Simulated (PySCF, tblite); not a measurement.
# C₄H₉ClGeO: geometry, infrared bands and NMR shifts

What infrared bands and NMR shifts should C₄H₉ClGeO (`C=CO[CH2][GeH2][CH2]Cl`) show?

Programs: tblite 0.8.0 and PySCF 2.14.0, with density-fitted response routines of our own. Each step states its level of theory. These are calculated values for one molecule in the gas phase, unless marked as measured. Atoms count from 0, in the outputs and in this text.

### 1 The molecule as given

16 atoms, charge 0, multiplicity 1; geometry from: force field or distance geometry start.

Bonds of the start (Å): C0–C1 1.33, C1–O2 1.38, O2–C3 1.42, C3–Ge4 1.95, Ge4–C5 1.95, C5–Cl6 1.78, C0–H7 1.09, C0–H8 1.09, C1–H9 1.09, C3–H10 1.10, C3–H11 1.13, Ge4–H12 1.55, Ge4–H13 1.54, C5–H14 1.12, C5–H15 1.08.

### 2 Optimising the geometry with GFN2-xTB

What the job is given:

```
{"job": {"kind": "relax", "xc": "GFN2-xTB", "basis": "xTB"}, "charge": 0, "multiplicity": 1}
C      2.825400     0.856100     0.553000
C      2.415800     0.023700    -0.399200
O      1.194100    -0.618400    -0.377300
C      0.210700    -0.111300     0.506000
Ge    -1.461700    -1.109900     0.415800
C     -2.775200     0.141700    -0.303200
Cl    -3.098900     1.348200     0.959300
H      2.222900     1.130300     1.416500
H      3.810600     1.328400     0.496600
H      3.060100    -0.226900    -1.244700
H      0.017500     0.941100     0.255500
H      0.667400    -0.203700     1.532500
H     -1.361900    -2.286300    -0.582100
H     -1.815500    -1.574500     1.838000
H     -2.251900     0.705000    -1.113900
H     -3.666900    -0.334600    -0.696700
```

Started as:

```
OMP_NUM_THREADS=1 python probes_run.py task.json out
```

One launch serves the whole session: the jobs run in the order shown.

**Question.** This job is followed by: GFN2-xTB harmonic vibrations, gas phase; GIAO PBE0/pcSseg-1 NMR shielding, non-relativistic, gas phase. Predict these results of the whole session: strongest single infrared mode (GFN2-xTB); zero-point energy (GFN2-xTB); ¹³C shifts against TMS (PBE0/pcSseg-1); ¹H shifts against TMS (PBE0/pcSseg-1, means over atoms taken as alike); ¹⁷O shifts against H2O (PBE0/pcSseg-1); ⁷³Ge shifts against GeMe4 (PBE0/pcSseg-1); ³⁵Cl shifts against HCl (PBE0/pcSseg-1); surface potential, 1st and 99th percentile.

The runs gave:

| quantity | value |
| --- | --- |
| strongest single infrared mode (GFN2-xTB) | 2027 cm⁻¹, 484 km/mol |
| zero-point energy (GFN2-xTB) | 71.7 kcal/mol |
| ¹³C shifts against TMS (PBE0/pcSseg-1) | 161.8, 87.7, 55.3, 29.9 ppm |
| ¹H shifts against TMS (PBE0/pcSseg-1, means over atoms taken as alike) | 6.83, 4.27, 4.23, 4.23, 3.90, 3.31 ppm |
| ¹⁷O shifts against H2O (PBE0/pcSseg-1) | 118.1 ppm |
| ⁷³Ge shifts against GeMe4 (PBE0/pcSseg-1) | -131 ppm |
| ³⁵Cl shifts against HCl (PBE0/pcSseg-1) | 24 ppm |
| surface potential, 1st and 99th percentile | -0.75 V and 1.09 V |

Relaxing lowered the energy by 0.372 eV in 146 steps; the close pair that moved most is Ge4–H12, from 1.546 to 1.503 Å. No mode is imaginary among the 42: a minimum at this level. The strongest single mode, at 2027 cm⁻¹, moves mainly H13 and H12. GFN2-xTB is a fitted tight-binding method: band positions and strengths are rough. Its intensities can rank the bands wrongly. C1 (alkene carbon bearing oxygen) lies farthest downfield among carbon, at 161.8 ppm; an sp2 carbon further deshielded by the attached heteroatom. H9 (hydrogen on an alkene carbon bearing oxygen) lies farthest downfield among hydrogen, at 6.83 ppm; attached to an sp2 carbon and in the plane of the double bond. At PBE0/pcSseg-1: Shielding is most anisotropic at Cl6 (span 276 ppm, paramagnetic term -221 ppm). Spin-orbit coupling is left out, which matters for shieldings and couplings at and beside the heavy atoms.
